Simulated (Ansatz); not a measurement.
# CH6ClNSn, SMILES C[NH][SnH2][Cl]: a rigid scan of one bond length

Program: the Ansatz DFT code, driven from Python.

Contents of `ch6clnsn.xyz`:
```text
10

C    -0.85960    1.07580    0.04260
N     0.36360    0.74100   -0.56670
Sn    0.93510   -1.05740    0.23350
Cl   -0.52250   -2.71910   -0.31010
H    -1.24840    2.07470   -0.42470
H    -0.78860    1.27490    1.12490
H    -1.65190    0.34600   -0.16260
H     0.24420    0.59380   -1.59190
H     1.07190   -0.88890    2.03050
H     2.53920   -1.49190   -0.37250
```

`ch6clnsn.py`
```python
"""Stretching a bond of CH6ClNSn, the rest held rigid."""

import ansatz as az
import numpy as np


def main() -> None:
    molecule = az.Crystal.molecule_from_extxyz("ch6clnsn.xyz")

    symbols = [site.symbol for site in molecule.cartesian_sites]
    start = np.array([site.position_ang for site in molecule.cartesian_sites])
    axis = (start[8] - start[2]) / np.linalg.norm(start[8] - start[2])
    moving = [8]
    lengths, energies = [1.593, 1.665, 1.738, 1.81, 1.882, 1.955, 2.027, 2.136], []
    for length in lengths:
        xyz = start.copy()
        xyz[moving] += (length - np.linalg.norm(start[8] - start[2])) * axis
        point = az.Crystal.molecule()
        for symbol, place in zip(symbols, xyz):
            point = point.atom(symbol, place.tolist())
        model = point.calculation()
        model = model.basis(gaussian="def2-SVP").functional("r2scan0")
        rep = model.run(threads=1, backend="cpu").report
        energies.append(rep["free_energy_ev"])
        print(f"r = {length:6.3f} A  E = {energies[-1]:.5f} eV  <S^2> = {abs(rep['mean_field']['state']['spin_squared']):.3f}")

    # quartic fit about the minimum
    fit = np.polynomial.Polynomial.fit(lengths, np.array(energies) - min(energies), 4).convert()
    roots = [r.real for r in fit.deriv().roots() if abs(r.imag) < 1e-9 and fit.deriv(2)(r.real) > 0]
    r_e = min(roots, key=lambda r: abs(r - lengths[int(np.argmin(energies))]))
    print(f"minimum of the fit at {r_e:.4f} A, force constant {fit.deriv(2)(r_e):.2f} eV/A^2")


if __name__ == "__main__":
    main()
```

```console
$ python ch6clnsn.py
r =  1.593 A  E = -20971.80100 eV  <S^2> = 0.000
r =  1.665 A  E = -20971.88950 eV  <S^2> = 0.000
r =  1.738 A  E = -20971.89003 eV  <S^2> = 0.000
r =  1.810 A  E = -20971.82450 eV  <S^2> = 0.000
r =  1.882 A  E = -20971.71038 eV  <S^2> = 0.000
r =  1.955 A  E = -20971.55860 eV  <S^2> = 0.000
r =  2.027 A  E = -20971.38373 eV  <S^2> = 0.000
r =  2.136 A  E = -20971.08881 eV  <S^2> = 0.000
minimum of the fit at 1.7016 A, force constant 14.58 eV/A^2
```

Caveats:
- Total energies depend on the basis set; only differences at equal settings carry meaning.
- The rest of the molecule is held rigid at a force-field or estimated start geometry, and the basis set is modest; single-reference methods fail as a bond breaks.
- def2 sets replace the cores of elements past krypton by effective core potentials.
- The orbitals are restricted, so S² is zero by construction.
- Run time: 48 s on 1 thread of AMD EPYC 7B13 (Zen 3), on a shared host, peak memory 0.32 GiB.
